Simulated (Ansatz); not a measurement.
Write the native input for Ansatz 0.2.0 that does the following.

```
Task                                : band structure
Functional                          : BLYP
Potentials or basis                 : Ansatz PAW
Cutoff                              : 420 eV (not typed: the program's choice for these potentials)
k mesh                              : 10 × 10 × 8
Occupations                         : fermi-dirac, width 0.05 eV
Spin                                : no spin polarisation
Path                                : [["G", "X", "M", "G", "Z", "R", "A", "Z"], ["X", "R"], ["M", "A"]]
Points for each segment of the path : 14
```

Crystal: GaB.

```
Ga B
1.0
     2.71824    0.00000    0.00000
     0.00000    2.71824    0.00000
     0.00000    0.00000    3.23621
Ga B
1 1
Direct
  0.50000 0.50000 0.50000
  0.00000 0.00000 0.00000
```

The cell was built by a generator and needn't be a form met in nature.

The input as run:

input.yaml

```yaml
crystal:
  lattice:
    - [2.71824, 0.0, 0.0]
    - [0.0, 2.71824, 0.0]
    - [0.0, 0.0, 3.23621]
  atoms:
    - { symbol: Ga, position: [0.5, 0.5, 0.5] }
    - { symbol: B, position: [0.0, 0.0, 0.0] }
hamiltonian:
  xc: blyp
  pseudopotentials: { kind: paw }
kpoints:
  mp_grid: { grid: [10, 10, 8] }
  band_path:
    path:
      - [[0.0, 0.0, 0.0], [0.0, 0.5, 0.0], [0.5, 0.5, 0.0], [0.0, 0.0, 0.0], [0.0, 0.0, 0.5], [0.0, 0.5, 0.5], [0.5, 0.5, 0.5], [0.0, 0.0, 0.5]]
      - [[0.0, 0.5, 0.0], [0.0, 0.5, 0.5]]
      - [[0.5, 0.5, 0.0], [0.5, 0.5, 0.5]]
    npoints: 14
scf:
  occupations: { method: fermi_dirac, width: 0.05 }
  n_extra_bands: 6
output:
  forces: true
  stress: true
  eigenvalues: true
  fatbands: true
```

Potentials or basis: Ansatz PAW.

Command:

```sh
$ ansatz run input.yaml --threads 2 --pin off --max-ram 5632MiB --backend cpu --events-out ev --progress --plain --runs-dir out
```

Results of the run:

The pressure is 8.0 GPa. The band gap on the k mesh is none (metal or under the smearing width).

Caveat: the PAW data sets come from PBE, with cores solved anew for the run's functional, which leaves a small shift of forces and pressure.

Wall time 1.6 s on 2 threads of Arm Neoverse V2, with other jobs on the host, peak memory 0.3 GiB.
